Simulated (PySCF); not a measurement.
**CdB+: from the state search to spectroscopic constants**

The task here is to estimate one member of a computed series from the others.

Program: PySCF 2.14.0. Level of theory: Cd def2-SVPD with ECP28, B def2-SVPD, scalar-relativistic core potentials. These are calculated values, not measurements.

Set-up of the first run:

Settings of the job:

| Quantity | Value |
| --- | --- |
| atoms | Cd, B |
| charge | 1 |
| basis | Cd def2-SVPD with ECP28, B def2-SVPD |
| Hamiltonian | scalar-relativistic core potentials |
| basis functions | 54 |
| electrons treated | 24 |
| masses in u | 113.9034, 11.0093 |
| levels | PBE0, PBE, r²SCAN, BP86, BLYP, M06-2X, LC-ωPBE, HF, MP2, SCS-MP2, CCSD, CCSD(T) |
| grid | 80 radial by 434 angular points |
| occupations | held fixed by the projection of orbital angular momentum |
| dissociation limit | Cd + B+, each in its ground configuration |
| starting distance in angstrom | 2.315 |
| values of 2S to try | 0, 2 |

Command:

```sh
> OMP_NUM_THREADS=1 python dia.py task.json out
```

Steps of the session up to this table: Input; PBE0 along the bond; Excited determinants; PBE (GGA); r²SCAN; BP86; BLYP (GGA); M06-2X (hybrid meta-GGA); LC-ωPBE; RHF; Correlated methods on the Hartree–Fock reference.

One of the session's tables, all rows but one given; the rest of the session is left out.

It belongs to the step «Constants by level of theory». 

| level | Re (Å) | ωe (cm⁻¹) | De (eV) |
| --- | --- | --- | --- |
| RHF | 2.614 | 286.7 | 1.41 |
| RHF-MP2 | 2.501 | 311 | 1.67 |
| RHF-SCS-MP2 | 2.521 | 305 | 1.64 |
| RHF-CCSD | 2.522 | 312 | 1.59 |
| RHF-CCSD(T) | 2.511 | 314 | 1.69 |
| PBE | 2.500 | 297.1 | 2.26 |
| BLYP | 2.542 | 275.7 | 2.08 |
| BP86 | 2.506 | 293.2 | 2.15 |
| r²SCAN | 2.481 | 309 | 2.21 |
| PBE0 | ? | ? | ? |
| M06-2X | 2.580 | 288.1 | 1.84 |
| LC-ωPBE | 2.453 | 342 | 1.98 |

Q: Estimate the row for PBE0 from the others.

The run gave: Re (Å): 2.503; ωe (cm⁻¹): 310; De (eV): 2.12. In the column «Re (Å)» it lies between RHF-MP2 (2.501) and BP86 (2.506).
